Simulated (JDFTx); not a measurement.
HPbNO4:

```
H Pb N O
1.0
     3.85707    0.00178   -0.03658
     0.17353    4.33436   -0.01647
     0.75803    0.83873    5.87662
H Pb N O
1 1 1 4
Direct
  0.61511 0.89559 0.19844
  0.64597 0.44651 0.91685
  0.71474 0.23810 0.50058
  0.16958 0.47007 0.77768
  0.62919 0.97045 0.49845
  0.56424 0.92583 0.03849
  0.78022 0.42250 0.31951
```

The cell was built by a generator and needn't be a form met in nature.

| Item | Value |
| --- | --- |
| Program | JDFTx 1.7.0 (patched build) |
| Task | single point |
| Functional | PBE |
| Potentials or basis | PseudoDojo-SR-PBE-0.5-standard (H, N, O) + PseudoDojo-SR-PBE-0.4.1-standard (Pb) with smoothed tails |
| Cutoff | 1143 eV |
| Density cutoff | 9143 eV |
| k mesh | 7 × 6 × 5 |
| Occupations | fermi-dirac, width 0.05 eV |
| Spin | no spin polarisation |

On this cell: pressure 0.3 GPa; largest force 0.195 eV/Å; band gap on the k mesh 0.35 eV, indirect (least direct gap 0.57 eV).

The same run follows on a disturbed copy (atoms moved at random, drawn with an rms of 0.05 Å):

```
H Pb N O
1.0
     3.85707    0.00178   -0.03658
     0.17353    4.33436   -0.01647
     0.75803    0.83873    5.87662
H Pb N O
1 1 1 4
Direct
  0.59929 0.88579 0.20323
  0.64055 0.43664 0.92054
  0.72660 0.24308 0.50100
  0.17400 0.46354 0.77441
  0.61627 0.95802 0.49794
  0.56743 0.93558 0.03807
  0.76685 0.41913 0.31710
```

Q: What does the disturbed cell give?

A: The energy moves by +44.7 meV/atom; pressure -2.8 GPa; largest force 4.152 eV/Å; band gap on the k mesh 0.44 eV, indirect (least direct gap 0.62 eV).

Forces on the atoms (eV/Å):
```
H   -0.048  0.447 -0.417
Pb   0.517  0.528 -0.439
N   -1.791 -3.690 -0.646
O   -0.565  0.075  0.198
O    1.467  3.299  0.288
O    0.045 -0.979  0.635
O    0.375  0.320  0.380
```

Stress tensor (GPa, compression positive):
```
-1.56 -2.16  0.52
-2.16 -6.07 -0.12
 0.52 -0.12 -0.80
```

Caveats: the empty levels aren't tightly converged; spin-orbit coupling is left out, which as a rule narrows the gap of such compounds by several tenths of an eV; an odd mesh through Γ misses points on the zone boundary, where band edges often lie.
